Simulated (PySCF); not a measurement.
# CHCeN (Ce(HCN)2+): the cost of one run

Program: PySCF 2.14.0. Level of theory: PBE0, Ce lcecp-0-SVP with ECP48, N def2-SVP, C def2-SVP, H def2-SVP; scalar-relativistic core potentials, no spin–orbit coupling. These are calculated values, not measurements.

1 further run of the same task is left out (for a known fault of the program).

## (1) Where the work starts

4 atoms, charge 2, spin multiplicity 1.

Bond lengths: Ce1–N2 2.768 Å, N2–C3 1.160 Å, C3–H4 1.070 Å. Angles: Ce1–N2–C3 180.0°, N2–C3–H4 180.0°.

Coordinates:

```xyz
4
CHCeN
Ce    0.0000    0.0000    0.0000
N     0.0000    0.0000    2.7675
C     0.0000    0.0000    3.9275
H     0.0000    0.0000    4.9975
```

Formal oxidation states: Ce +2. Each metal's 2 4f electrons lie in its core potential, so multiplicities, spins and levels count the valence alone. For divalent La, Ce, Gd or Lu the extra electron is normally 5d or 6s, so this core forces an excited configuration.

## (2) SCF at the start, singlet

Input file run.py (the lines that set the calculation):

```python
mol = gto.M(atom='''
Ce     0.00000     0.00000     0.00000
N      0.00000     0.00000     2.76750
C      0.00000     0.00000     3.92750
H      0.00000     0.00000     4.99750''',
    basis={'Ce': 'lcecp-0-SVP', 'N': 'def2-SVP', 'C': 'def2-SVP', 'H': 'def2-SVP'},
    ecp={'Ce': 'lcecp-0-SVP'},
    charge=2, spin=0)
mf = dft.RKS(mol, xc='PBE0')
mf.grids.atom_grid = (50, 194)  # f atoms: unpruned, at least (60, 302)
mf = mf.density_fit()  # fitting sets: Ce AutoAux, N def2-universal-JKFIT, C def2-universal-JKFIT, H def2-universal-JKFIT
mf.conv_tol = 1e-08; mf.max_cycle = 55
mf.kernel(dm0)  # dm0: free metal ions and neutral atoms
```

The run is started by

```
OMP_NUM_THREADS=2 python run.py
```

What time and memory should one allow on 2 threads of Arm Neoverse V1, shared host?

About 1.6 s, with a peak of 0.38 GiB.
